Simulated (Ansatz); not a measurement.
**NaI: a single-point run**

The task is a single-point run on NaI. The structure is shown as the input types it.

Program: Ansatz 0.2.0. Level of theory: density functional or hybrid calculation with the settings of its input, plane waves (as first typed). These are calculated values, not measurements.

4 further runs of the same task are left out: 1 for a known fault of the program, 3 that didn't finish.

**1. Starting point**

The structure is cubic, space group Fm-3m (No. 225). Conventional cell: a = 6.459 Å, b = 6.459 Å, c = 6.459 Å, α = 90.00°, β = 90.00°, γ = 90.00°. Na (site symmetry m-3m) is surrounded by 6 I at 3.23 Å. I (site symmetry m-3m) is surrounded by 6 Na at 3.23 Å.

As a file:

```
Na I
1.0
     0.00000    3.22972    3.22972
     3.22972    0.00000    3.22972
     3.22972    3.22972    0.00000
Na I
1 1
Direct
  0.00000 0.00000 0.00000
  0.50000 0.50000 0.50000
```

**2. Input and run**

input.yaml

```yaml
crystal:
  lattice:
    - [0.0, 3.2297205894, 3.2297205894]
    - [3.2297205894, 0.0, 3.2297205894]
    - [3.2297205894, 3.2297205894, 0.0]
  atoms:
    - { symbol: Na, position: [0.0, 0.0, 0.0] }
    - { symbol: I, position: [0.5, 0.5, 0.5] }
kpoints:
  mp_grid: { grid: [6, 6, 6] }
hamiltonian:
  xc: r2scan
scf:
  occupations: { method: methfessel_paxton, width: 1.5 }
  n_extra_bands: 4
output:
  forces: true
  stress: true
  eigenvalues: true
```

On the command line:

```
ansatz run input.yaml --threads 4 --pin off --max-ram 3686MiB --backend cpu --events-out ev --progress --plain --runs-dir out
```

What happens when this is run?

The run converged and reported no error. Convergence says nothing about whether the input makes sense.

In the input, scf.occupations.method is methfessel_paxton; scf.occupations.width is 1.5. Occupations are smeared over electronvolts, wider than many features of the bands.

To check: delete scf.occupations.width (the default then holds) and set scf.occupations.method to fixed.
